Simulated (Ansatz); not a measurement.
# BF2H3O: the cost of one run

Method: RKS B3LYP-D4/def2-SVP, in Ansatz 0.2.0.

### 1 The starting structure

Bond lengths: B1–F2 1.670 Å, B1–O3 1.410 Å, O3–H4 1.010 Å, B1–F5 1.320 Å. Angles: F2–B1–O3 120.0°, F2–B1–F5 120.0°, O3–B1–F5 120.0°, B1–O3–H4 109.5°.

Coordinates:

```xyz
7

B     0.0000    0.0000    0.0000
F     0.0000    0.0000    1.6700
O     1.2211    0.0000   -0.7050
H     1.5209   -0.9519   -0.8599
F    -1.1431    0.0000   -0.6600
H     0.0668    1.4124    0.4698
H     0.0526    1.1131    1.3144
```

### 2 Pulling towards end A

Springs on the bonds that form and break draw the guess towards this end; the thresholds are loose.

input.yaml reads:

```yaml
crystal:
  periodic: [false, false, false]
  atoms:
    - { symbol: B, position_ang: [0.0, 0.0, 0.0] }
    - { symbol: F, position_ang: [0.0, 0.0, 1.67] }
    - { symbol: O, position_ang: [1.2211, 0.0, -0.705] }
    - { symbol: H, position_ang: [1.5209, -0.9519, -0.8599] }
    - { symbol: F, position_ang: [-1.1431, 0.0, -0.66] }
    - { symbol: H, position_ang: [0.0668, 1.4124, 0.4698] }
    - { symbol: H, position_ang: [0.0526, 1.1131, 1.3144] }
basis:
  gaussian: { orbitals: def2-SVP }
hamiltonian:
  xc: b3lyp
  dispersion: d4
relax:
  f_tol: 0.15
  max_steps: 25
  restrain:
    - { distance: [0, 5], at: 2.39, k: 30.0 }
    - { distance: [6, 1], at: 2.12, k: 30.0 }
    - { distance: [0, 1], at: 1.32, k: 30.0 }
    - { distance: [6, 5], at: 0.66, k: 30.0 }
```

Started as:

```console
ansatz run input.yaml --threads 1 --pin off --max-ram 2048MiB --backend cpu --events-out ev --progress --plain --runs-dir out
```

What time and memory should one allow on 1 thread of Intel Xeon Platinum 8175M at 2.50GHz (Skylake/Cascade Lake), shared host?

About 30 s, with a peak of 0.15 GiB.
